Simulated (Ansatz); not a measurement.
## TaWC2 in Ansatz: the effect of functional

The system is TaWC2.

```
W Ta C
1.0
     1.55061    0.89525    5.03267
    -1.55061    0.89525    5.03267
     0.00000   -1.79049    5.03267
W Ta C
1 1 2
Direct
  0.00000 0.00000 0.00000
  0.50000 0.50000 0.50000
  0.25093 0.25093 0.25093
  0.74907 0.74907 0.74907
```

The cell comes from a database or a generator and needn't be the stable form of this composition.

The cell isn't the ideal one: volume scaled by 0.96.

Alike in all runs:

```yaml
Program: Ansatz 0.2.0
Task: single point
Potentials_or_basis: Ansatz PAW
k_mesh: 10 × 10 × 10
Occupations: fermi-dirac, width 0.05 eV
Spin: no spin polarisation
```

```tsv
functional	cutoff	pressure (GPa)	largest force (eV/Å)
LDA	420 eV (not typed: the program's choice for these potentials)	?	?
r2SCAN	500 eV (not typed: the program's choice for these potentials)	8.9	0.01
PBE	420 eV (not typed: the program's choice for these potentials)	12.3	0.07
```

Problem. What does the run with functional LDA give?

Solution. Pressure -2.8 GPa; largest force 0.09 eV/Å.

Caveats: the PAW data sets come from PBE, with cores solved anew for the run's functional, which leaves a small shift of forces and pressure (some runs).
